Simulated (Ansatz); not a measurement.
This script drives Ansatz 0.2.0 through its Python package.

`methods_ch7fpsi.py`
```python
# -*- coding: utf-8 -*-
"""CH7FPSi(+) at several levels of theory."""

import warnings

import ansatz as az


def main():
    warnings.simplefilter("ignore", az.DeckWarning)

    geometry_ang = [
        ("F", [-1.588, -1.4984, 0.2154]),
        ("C", [-1.4937, -0.2213, 0.6814]),
        ("Si", [-0.3138, 0.7258, -0.3618]),
        ("P", [1.6327, -0.2846, -0.3373]),
        ("H", [-1.1654, -0.2769, 1.723]),
        ("H", [-2.4979, 0.2109, 0.6632]),
        ("H", [-0.1475, 2.1061, 0.1702]),
        ("H", [-0.7966, 0.8503, -1.7642]),
        ("H", [1.5849, -1.5955, -0.8577]),
        ("H", [2.171, -0.4076, 0.9616]),
        ("H", [2.6142, 0.3912, -1.0937]),
    ]
    geometry = az.Crystal.molecule()
    for symbol, xyz in geometry_ang:
        geometry = geometry.atom(symbol, xyz)

    model = geometry.calculation().basis(gaussian="cc-pVDZ").charge(1)

    methods = ["mp2", "ccsd", "ccsd_t"]
    reports = [model.correlation(m).run(threads=1, pin="off").report for m in methods]
    print(f"Hartree-Fock reference {reports[0]['reference_energy_ev'] / 27.211386246:.6f} Ha")
    best = reports[-1]["free_energy_ev"] - reports[-1]["reference_energy_ev"]
    for method, each in zip(methods, reports):
        gained = each["free_energy_ev"] - each["reference_energy_ev"]
        print(f"{method:8s} total {each['free_energy_ev'] / 27.211386246:.6f} Ha  correlation {gained:9.4f} eV  ({100 * gained / best:.1f} % of the last)")


if __name__ == "__main__":
    main()
```

It is started by `python methods_ch7fpsi.py`. Estimate its wall time and peak memory on 1 thread of Arm Neoverse V1, with other jobs on the host.

It took about 25 s, with a peak of 0.43 GiB, for 3 runs of the engine.

```console
$ python methods_ch7fpsi.py
Hartree-Fock reference -770.784587 Ha
mp2      total -771.328216 Ha  correlation  -14.7929 eV  (87.9 % of the last)
ccsd     total -771.388726 Ha  correlation  -16.4394 eV  (97.7 % of the last)
ccsd_t   total -771.402998 Ha  correlation  -16.8278 eV  (100.0 % of the last)
```

What to keep in mind:
- Total energies depend on the basis set; only differences at equal settings carry meaning.
- The geometry is a force-field or estimated start, not a minimum of this method, and the basis set is short of its limit. A lower total doesn't mark the better method: functionals have no common bound, and MP2 and coupled cluster aren't variational.
- Inner cores stay frozen, so this is valence correlation.
- For Al to Cl the sets with a tight d function, cc-pV(X+d)Z, are usual.
